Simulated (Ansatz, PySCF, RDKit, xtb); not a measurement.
**AlSi3H2: a search for the lowest isomer**

Only the formula AlSi3H2 is given (odd number of electrons). Aim: find the structure of lowest free energy at 298.15 K, then its properties.

The funnel: GFN2-xTB relaxations, single points with a density functional, relaxations at PBE0-D3(BJ)/def2-SVP, harmonic vibrations, and a last energy at a higher level. All values are calculated.

6 further runs of the same task are left out: 4 that didn't finish, 2 set aside as unsound or not needed.

### Step 1. Candidates

A program enumerates the bonding patterns with one Lewis structure each (two rings at most, one unusual centre or charged pair), with their diastereomers. O–O, O–halogen and N–halogen bonds and N–N–N chains are not drawn. That gives 33 candidates.

c011 [AlH2-]1[Si]2=[Si][Si+]12; c036 [AlH]1[Si]2=[Si][Si@H]12; c052 [SiH]1[Al]2[SiH]=[Si]12; c121 [SiH][Al][Si]#[SiH]; c164 [SiH][Si]1=[Si][AlH]1; c168 [AlH2][Si]1=[Si]=[Si]1; c234 [SiH][Si]1=[SiH][Al]1; c270 [Al][Si]1=[SiH][SiH]1; c294 [Al]1[Si@@H]2[Si][Si@H]12; c316 [Al][Si]#[Si][SiH2]; c328 [AlH][Si]1=[Si]=[SiH]1; c356 [AlH]1[Si][SiH]=[Si]1; c377 [Si]=[Si]1[AlH][SiH]1; c405 [AlH][Si]#[Si][SiH]; c413 [SiH][Al]1[Si]=[SiH]1; c453 [Al]1[Si@H]2[Si][Si@H]12; c494 [Si]1[Al]2[SiH][SiH]12; c506 [AlH2-]1[Si]=[Si]=[Si+]1; c508 [Si]#[Si][Al+][SiH2-]; c541 [Si]=[Si]1[Al][SiH2]1; c545 [Al][Si]1=[Si][SiH2]1; c551 [Al]1[Si][SiH]=[SiH]1; c588 [Si]#[Si][AlH][SiH]; c660 [Al][SiH]=[Si]=[SiH]; c687 [Si]1=[Si]2[SiH2][Al]12; c732 [SiH2]=[Si]1[Al][Si]1; c757 [Al]1[Si]2=[SiH][Si@H]12; c789 [Al][SiH2][Si]#[Si]; c792 [Si]1=[Si]2[SiH+][Al@H-]12; c903 [Al]1[SiH]=[Si]=[SiH]1; c966 [Al][SiH]1[Si]=[SiH]1; c977 [AlH2][Si]=[Si]=[Si]; c979 [AlH][SiH]=[Si]=[Si].

Candidates are built by distance geometry, with a force field where one applies, in up to four conformers (letters a to d). 10 starts with atoms placed at random are added, to find patterns that the rules miss.

**Question.** With final energies at CCSD(T)/def2-SVP, which structure will this search put lowest in free energy, and by what margin?

| quantity | value |
| --- | --- |
| lowest structure found | [AlH]1[Si][SiH]=[Si]1, doublet, Cs |
| next finalist | [AlH2]1[Si]2[Si][Si]12 ‡, doublet, 4.6 kcal/mol higher in G |
| share at equilibrium, among the finalists | 100.0 % |
| harmonic wavenumbers, lowest and highest (PBE0-D3(BJ)/def2-SVP) | 113 and 2215 cm⁻¹ |
| rotational constants, same geometry | 0.1067, 0.1035, 0.05996 cm⁻¹ |
| dipole moment (PBE0/def2-TZVPD) | 0.42 D |
| HOMO energy (highest over α and β) (PBE0/def2-TZVPD) | -5.76 eV |
| LUMO energy (lowest over α and β) (PBE0/def2-TZVPD) | -3.34 eV |
| lowest excitation (TD-CAM-B3LYP/def2-SVPD) | 1.45 eV (f = 0.002) |
| vertical ionisation energy (to the singlet cation) | 7.44 eV |
| vertical electron affinity | 1.85 eV |
| vertical quartet less doublet | +2.06 eV |

`[AlH]1[Si][SiH]=[Si]1` comes out lowest. Among the finalists first place is clear (4.6 kcal/mol); structures outside the list aren't covered. PBE0-D3(BJ)/def2-SVP and HF/def2-SVP already put its bonding pattern lowest among the structures in one piece; MP2/def2-SVP favours the doublet [AlH2][Si]1[Si][Si]1 ‡. A large T1 diagnostic among the finalists warns that one reference determinant may not suffice. It concerns: the winner; the finalist [Si]1[AlH]2[SiH][Si]12 ‡ (doublet). 7 minima inside the window were never screened. The stability test raises a flag; for an open shell a flag towards a general spinor solution can be the free rotation of the spin. Lowest found is not proven lowest: the search is finite, and each finalist counts with one conformer. Patterns outside the rules of the enumeration were met only by chance.

‡ marks the bonded skeleton alone, with all bonds drawn single: no Lewis structure was assigned that passes a check against the bond lengths.
